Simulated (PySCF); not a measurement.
# C8H2: the cost of one run

The runs use PySCF 2.14.0, with density-fitted response routines of our own; the level of theory stands in each step. All values are computed, except where a source is named. Atoms are numbered from 0 throughout.

## (1) The molecule as given

10 atoms, charge 0, multiplicity 1; geometry from: GFN2-xTB.

Bonds of the start (Å): C0–C1 1.21, C1–C2 1.35, C2–C3 1.22, C3–C4 1.34, C4–C5 1.22, C5–C6 1.35, C6–C7 1.21, C0–H8 1.05, C7–H9 1.05.

## (2) Geometry optimisation at PBE0-D3(BJ)/def2-SVP

The job: settings as JSON, then the geometry in Å.

```
{"job": {"xc": "PBE0", "basis": "def2-SVP", "d3": "d3bj", "grid": 2, "kind": "geom"}, "charge": 0, "multiplicity": 1}
C      0.000000     0.000000    -4.444370
C      0.000000     0.000000    -3.236790
C      0.000000     0.000000    -1.889460
C      0.000000     0.000000    -0.669330
C      0.000000     0.000000     0.669110
C      0.000000     0.000000     1.889310
C      0.000000     0.000000     3.236760
C      0.000000     0.000000     4.444500
H      0.000000     0.000000    -5.492410
H      0.000000     0.000000     5.492680
```

Q: Estimate the wall time of this first job on 8 threads of Intel Xeon at 2.50GHz (Skylake/Cascade Lake), shared host.

About 56 s.
